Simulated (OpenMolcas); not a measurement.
**Lu²⁺ among point charges: CASSCF levels and susceptibility**

Aim: the splitting of the states of Lu²⁺ in the field of 5 point charges, its lowest levels with spin-orbit coupling and its magnetic susceptibility.

The numbers are computed with OpenMolcas 26.06 (state-averaged CASSCF, spin-orbit coupling by RASSI with atomic mean-field integrals), except any that are marked as measured or tabulated.

1 further run of the same task is left out (it didn't finish).

**1. Starting point**

- Species: Lu²⁺ (lutetium, Z = 71, 69 electrons)
- Basis: ANO-RCC-VDZP [7s6p4d2f1g], 68 functions
- Scalar Hamiltonian: DKH2, point nucleus
- Inactive shells: 1s 2s 2p 3s 3p 3d 4s 4p 4d 4f 5s 5p
- Active space: 1 electron in 5 orbitals (5d)
- Some configurations of this space: 5d
- Orbitals: optimised for each spin and parity, averaged over all roots

Outer shells as boxes (Hund's rule):

5d
```
5d [↑ ][  ][  ][  ][  ]
```

The ion sits among 5 point charges of -2 e arranged as a square pyramid (C4v), 2.11 Å from the ion, with the axial distance 1.899 Å. The active orbitals were held to one l.

The work runs as a chain of OpenMolcas steps in one folder; each step below is one input file. Labels, J, g values, rates, χT and fits are worked out afterwards by a script from the matrices that RASSI stores.

**2. One- and two-electron integrals**

a.inp reads:

```
&GATEWAY
Coord
1

Lu 0.0 0.0 0.0
Basis=ANO-RCC-VDZP
Group=NoSym
NoMove
AngMom=0.0 0.0 0.0
AMFI
XField
5 Angstrom 0
2.110000 0.000000 0.000000 -2.000000
0.000000 2.110000 0.000000 -2.000000
-2.110000 0.000000 0.000000 -2.000000
0.000000 -2.110000 0.000000 -2.000000
0.000000 0.000000 1.899000 -2.000000
&SEWARD
```

Command:

```sh
> OMP_NUM_THREADS=1 MOLCAS_MEM=1689 MOLCAS_PROJECT=a pymolcas a.inp > a.log
```

**3. CASSCF: doublets, 5 roots**

a.inp reads:

```
&RASSCF
FileOrb=start.orb
Symmetry=1
Spin=2
nActEl=1 0 0
Inactive=34
Ras2=5
CIRoot=5 5 1
SDav=5
CIMx=300
Iter=120 100
PrWF=0.3
OrbListing=Nothing
MaxOrb=0
SupSym
1
20 10 11 12 13 14 19 20 21 22 23 35 36 37 38 39 48 49 50 51 52
>>> COPY $Project.JobIph JOB001
```

start.orb holds the contracted functions of the basis, ordered by shell, or the orbitals of the step before.

**4. RASSI: spin-orbit coupling between the states**

a.inp reads:

```
&RASSI
NrOfJobIphs=1 5
1 2 3 4 5
IphNames
JOB001
EJob
SpinOrbit
DIPRint=1.0
SOCoupling=1000.0
Subsets=2
Property=9
'ANGMOM' 1 'ANGMOM' 2 'ANGMOM' 3 'MLTPL  1' 1 'MLTPL  1' 2 'MLTPL  1' 3
'AMFI' 1 'AMFI' 2 'AMFI' 3
SOProperty=3
'ANGMOM' 1 'ANGMOM' 2 'ANGMOM' 3
```

What does the calculation give? Wanted: spin-free ground state; first state of the same spin within the active space; lowest level; next level.

The runs gave:

```
                                            quantity                                value
                                              method                               CASSCF
                              spin-free ground state  doublet, 2-fold in its orbital part
first state of the same spin within the active space                doublet at 11900 cm⁻¹
                                        lowest level         2-fold, g = 0.00, 0.11, 0.11
                                          next level                           440.2 cm⁻¹
                                         χT at 300 K                       0.23 cm³ K/mol
                           effective moment at 300 K                              1.36 μB
```

What this shows: The spin-free ground state (doublet) comes to 100 % from free-ion D terms and keeps the highest spin of the shell. χT at 300 K is 0.23, against 0.38 cm³ K/mol for the spin alone, so orbital moment lowers it. The free ion's ground configuration, as NIST lists it, lies outside this active space, so the lowest level here need not be the ground level. The field of point charges can differ much from that of real complexes. Point charges carry no covalency, so the field is a model and not that of real ligands.
